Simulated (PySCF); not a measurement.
# TiSi: from the state search to spectroscopic constants

An exercise on one series of results from a longer session: the logs are not shown, and one member is left open.

Program: PySCF 2.14.0. Level of theory: Ti def2-TZVPP, Si def2-TZVPP, no relativity. These are calculated values, not measurements.

The first run:

A driver script around PySCF takes these settings:

```json
{"atoms": "Ti, Si", "charge": "0", "basis": "Ti def2-TZVPP, Si def2-TZVPP", "Hamiltonian": "no relativity", "basis functions": "106", "electrons treated": "36", "masses in u": "47.9479, 27.9769", "levels": "PBE0, PBE, r²SCAN, TPSS, TPSSh, BP86, LDA, ωB97X-V, HF, MP2, SCS-MP2, CCSD, CCSD(T)", "grid": "80 radial by 434 angular points", "occupations": "held fixed by the projection of orbital angular momentum", "dissociation limit": "Ti + Si, each in its ground configuration", "starting distance in angstrom": "2.380", "values of 2S to try": "0, 2, 4, 6"}
```

Command:

```
$ OMP_NUM_THREADS=2 python dia.py task.json out
```

Steps of the session up to this table: The job; PBE0 along the bond; Other states along the same grid; PBE; r²SCAN; TPSS; TPSSh (hybrid meta-GGA); BP86 (GGA); LDA; ωB97X-V; ROHF (mean field); Adding correlation.

One of the session's tables, all rows but one given; the rest of the session is left out.

It belongs to the step «The curves together». Energy (eV) from each level's lowest point:

```
R (Å)   ROHF  ROHF-MP2  ROHF-SCS-MP2  ROHF-CCSD  ROHF-CCSD(T)
2.088  1.390     0.691         0.875        n/a           n/a
2.185  0.817     0.297         0.431      0.405         0.400
2.282  0.441     0.088         0.170      0.142         0.137
2.355  0.255     0.017         0.062      0.041         0.037
2.428  0.130     0.000         0.010      0.000         0.000
2.501  0.053     0.023         0.000      0.005         0.011
2.598      ?         ?             ?          ?             ?
2.719  0.000     0.241         0.136      0.185         0.223
2.865  0.040     0.444         0.296      0.368         0.437
3.059  0.120     0.718         0.525        n/a           n/a
```

Estimate the missing values for R (Å) = 2.598.

Worked estimate for «ROHF». A straight line through the neighbours (2.501, 0.053) and (2.719, 0.000) gives 0.053 + (0.000 − 0.053) × (2.598 − 2.501) / (2.719 − 2.501) = 0.029; a parabola fitted to 4 rows on both sides gives 0.011.

As computed: ROHF: 0.005; ROHF-MP2: 0.099; ROHF-SCS-MP2: 0.036; ROHF-CCSD: 0.062; ROHF-CCSD(T): 0.080. In «ROHF» the line misses by +0.024 and the parabola by +0.006.
